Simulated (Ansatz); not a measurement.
# Ag: substituted relatives

One table from this session's results is given with a row withheld; the runs are named, their logs left out.

Method: DFT r2SCAN, scalar-relativistic, plane waves, PAW, in Ansatz 0.2.0.

1 further run of the same task is left out (set aside as unsound or not needed).

**The starting structure**

Symmetry: P6_3/mmc, No. 194, hexagonal system. The conventional cell has a = 2.903 Å, b = 2.903 Å, c = 9.483 Å, α = 90.00°, β = 90.00°, γ = 120.00°. Ag (site symmetry -3m) is surrounded by 12 Ag at 2.90 Å. Around Ag (site symmetry -6m2) lie 12 Ag at 2.90 Å.

Coordinates:

```cif
data_structure
_symmetry_space_group_name_H-M 'P 1'
_symmetry_Int_Tables_number 1
_cell_length_a 2.9034
_cell_length_b 2.9034
_cell_length_c 9.4834
_cell_angle_alpha 90.000
_cell_angle_beta 90.000
_cell_angle_gamma 120.000
_cell_volume 69.23
loop_
_atom_site_label
_atom_site_type_symbol
_atom_site_fract_x
_atom_site_fract_y
_atom_site_fract_z
_atom_site_occupancy
Ag1 Ag 0.00000 0.00000 0.00000 1
Ag2 Ag 0.00000 0.00000 0.50000 1
Ag3 Ag 0.33333 0.66667 0.25000 1
Ag4 Ag 0.66667 0.33333 0.75000 1
```

It goes back to an entry of the Materials Project, which need not be the stable form.

It is the result of an earlier relaxation at this level (volume 17.31 Å³/atom; gap on the mesh: none (metal)).

The first run:

File input.yaml:

```yaml
crystal:
  lattice:
    - [2.9033875864, 0.0, 0.0]
    - [-1.4516937932, 2.5144074069, 0.0]
    - [0.0, 0.0, 9.4833734398]
  atoms:
    - { symbol: Tl, position: [0.0, 0.0, 0.0] }
    - { symbol: Tl, position: [0.0, 0.0, 0.5] }
    - { symbol: Tl, position: [0.3333333333, 0.6666666667, 0.25] }
    - { symbol: Tl, position: [0.6666666667, 0.3333333333, 0.75] }
basis:
  ecutwfc: 500
kpoints:
  mp_grid: { grid: [6, 6, 2] }
hamiltonian:
  xc: r2scan
scf:
  occupations: { method: gaussian, width: 0.1 }
output:
  forces: true
  stress: true
  eigenvalues: true
```

On the command line:

```
ansatz run input.yaml --threads 1 --pin off --max-ram 2560MiB --backend cpu --events-out ev --progress --plain --runs-dir out
```

Steps of the session up to this table: A first look at the start (Tl); Coarse relaxation (Tl); Relaxing cell and atoms (Tl).

One table of the session follows, with a row left open; its other results are not shown here.

Lengths are those of the vectors of the cell that was run:

```
   swap  volume (Å³/atom)  a (Å)  b (Å)   c (Å)
   none             17.31  2.903  2.903   9.483
Ag → Cd             22.11  2.961  2.961  11.647
Ag → Cu                 ?      ?      ?       ?
Ag → Tl             30.22  3.628  3.628  10.604
```

Estimate the missing values for Ag → Cu.

**Answer.** volume (Å³/atom): 11.45; a (Å): 2.529; b (Å): 2.529; c (Å): 8.265. In the column «volume (Å³/atom)» it is the lowest.

Lengths are those of the computed cell. Rows of earlier swaps come from the sessions before.
